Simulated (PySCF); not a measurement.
# CH3BCl2OSi: the cost of one run

Computed with PySCF 2.14.0, with density-fitted response routines of our own, on a single molecule in the gas phase. Atoms are numbered from 0 throughout.

### Step 1. The starting structure

9 atoms, charge 0, multiplicity 1; geometry from: GFN2-xTB. The atoms were then displaced at random by about 0.01 Å, so the start is not that level's minimum.

Bonds of the start (Å): O0–C1 1.19, C1–Si2 1.92, Si2–B3 2.03, B3–Cl4 1.70, B3–Cl5 1.70, C1–H6 1.10, Si2–H7 1.47, Si2–H8 1.45.

### Step 2. Geometry optimisation at PBE0-D3(BJ)/def2-SVP

What the job is given:

```
{"job": {"xc": "PBE0", "basis": "def2-SVP", "d3": "d3bj", "grid": 1, "shake": 0.01, "kind": "geom"}, "charge": 0, "multiplicity": 1}
O     -1.446820     1.177810    -1.159950
C     -1.579450     0.326150    -0.345280
Si    -0.099080    -0.545050     0.513890
B      1.657370     0.203630    -0.183210
Cl     2.313390     1.622900     0.472660
Cl     2.440110    -0.520960    -1.508830
H     -2.577470    -0.012850    -0.043980
H     -0.327690    -0.307730     1.943470
H     -0.322540    -1.961060     0.277490
```

On the command line:

```
$ OMP_NUM_THREADS=1 python probes_run.py task.json out
```

The driver reads the jobs from task.json and runs them one after another.

Q: Estimate the wall time and peak memory of this first job on 1 thread of Arm Neoverse V2, shared host.

About 24 s, with a peak of 0.45 GiB.
